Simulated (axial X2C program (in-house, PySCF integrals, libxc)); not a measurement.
**A two-component session on SeFe: properties at the nuclei**

Wanted for SeFe: properties at the nuclei, at the two-component level.

Computed with an in-house X2C program for linear molecules on PySCF integrals. Level: two-component X2C with atomic mean-field terms, Se dyall-cv3z, Fe dyall-cv3z.

All values are calculated.

### 1 Set-up

Contents of task.json:

```json
{"zs": [34, 26], "q": 0, "bas": ["dyall-cv3z", "dyall-cv3z"], "r0": 2.16, "levels": ["PBE0", "HF", "PBE", "LDA", "TPSSh"], "nst": 3}
```

Keys: zs atomic numbers; q charge; bas basis sets; r0 starting distance in Å; levels methods (HF also brings MP2); nst determinants followed.

Command:

```sh
$ python soeom.py task.json out
```

After this run come: Expectation values, lowest determinant; Expectation values, a higher determinant; Expectation values, a higher determinant.

**Question.** What will these runs give? Wanted: lowest determinant; Eeff magnitude; Ws magnitude Se; A∥/gI Se; qzz Se; higher determinant (for each run or level that gives them).

**Answer**, as computed:

| quantity | value |
| --- | --- |
| lowest determinant | Ω = 2 (excess of +ω over −ω: ω = -1/2, ω = 5/2) |
| Eeff magnitude (GV/cm), PBE0 | 0.207 |
| Ws magnitude Se (kHz), PBE0 | 0.00198 |
| A∥/gI Se (MHz), PBE0 | -53.1 |
| qzz Se (a.u.), PBE0 | 2.44 |
| higher determinant | Ω = 4 (excess of +ω over −ω: ω = 3/2, ω = 5/2) |
| Eeff magnitude (GV/cm), PBE0, higher determinant | 0.483 |
| Ws magnitude Se (kHz), PBE0, higher determinant | 0.0193 |
| A∥/gI Se (MHz), PBE0, higher determinant | -30.8 |
| qzz Se (a.u.), PBE0, higher determinant | 2.16 |
| higher determinant | Ω = 3 (excess of +ω over −ω: ω = 1/2, ω = 5/2) |
| Eeff magnitude (GV/cm), PBE0, higher determinant | 0.186 |
| Ws magnitude Se (kHz), PBE0, higher determinant | 0.0072 |
| A∥/gI Se (MHz), PBE0, higher determinant | 88.1 |
| qzz Se (a.u.), PBE0, higher determinant | 2.22 |

What this shows: In the first state, the effective field runs from 0.19 to 1.24 GV/cm over the mean-field levels, so the levels don't agree on it. The expectation values come from single determinants, which for open shells can mix terms of unlike spin or miss the lowest Ω, so a determinant need not be a state. Eeff is the effective electric field on the electron dipole moment in this Ω state and Ws the scalar–pseudoscalar constant (defined with the proton number Z and per Ω); A∥ is the parallel hyperfine constant, which follows by multiplying with the nuclear g factor gI = μI/(I μN); qzz is the electric field gradient, eQq0 = 234.96 MHz × Q/barn × qzz; μ is positive if Fe is the positive end. The operators were transformed with the bare-nucleus X2C matrices. A second determinant lies within 0.1 eV of the first, so their order is not settled at this level.
